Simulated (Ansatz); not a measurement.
**HfHCl (triplet): from Hartree-Fock to the top rungs, def2-TZVPP**

One table from this session's results is given with a row withheld; the runs are named, their logs left out.

The runs use Ansatz 0.2.0, Gaussian basis; def2-TZVPP, core rule «outside noble gas», up to 9 orbitals frozen.

To be run: UHF; ROHF; CCSD(T) on UHF.

2 further runs of the same task are left out: 2 set aside as unsound or not needed.

### The geometry

The geometry is a PBE0/def2-TZVP stationary point (not a proven minimum) of the parent state, kept for this charge and spin. No spin-orbit coupling is included. Elements past krypton take def2 core potentials.

3 atoms, charge 0, spin multiplicity 3.

Atoms are counted from 1 here; the program's logs count them from 0.

Bond lengths: Hf1–Cl2 2.337 Å, Hf1–H3 1.882 Å. Angles: Cl2–Hf1–H3 180.0°.

The first run:

Contents of in.yaml:

```yaml
crystal:
  periodic: [false, false, false]
  atoms:
    - {symbol: Hf, position_ang: [0.000000, 0.000000, 0.151500]}
    - {symbol: Cl, position_ang: [0.000000, 0.000000, -2.185400]}
    - {symbol: H, position_ang: [0.000000, 0.000000, 2.033900]}
basis:
  gaussian: {orbitals: def2-TZVPP}
magnetization: {spin_polarized: true, initial_magnetization: 2}
hamiltonian: {xc: hf}
output: {orbitals: {seedname: orbitals}}
```

On the command line:

```sh
> ansatz run in.yaml --threads 1 --pin off --events-out ev --progress --plain --max-ram 3968MiB --backend cpu
```

Among the steps run: UHF; ROHF; CCSD(T) on UHF.

One of the session's tables, all rows but one given; the rest of the session is left out.

```
  method  from UCCSD(T) (meV)
    ROHF              +8127.0
     UHF              +8021.2
    UMP2              +1033.1
   UCCSD                    ?
UCCSD(T)                    0
```

Estimate the missing values for UCCSD.

As computed: from UCCSD(T) (meV): +315.8. In the column «from UCCSD(T) (meV)» it lies between UCCSD(T) (0) and UMP2 (+1033.1).
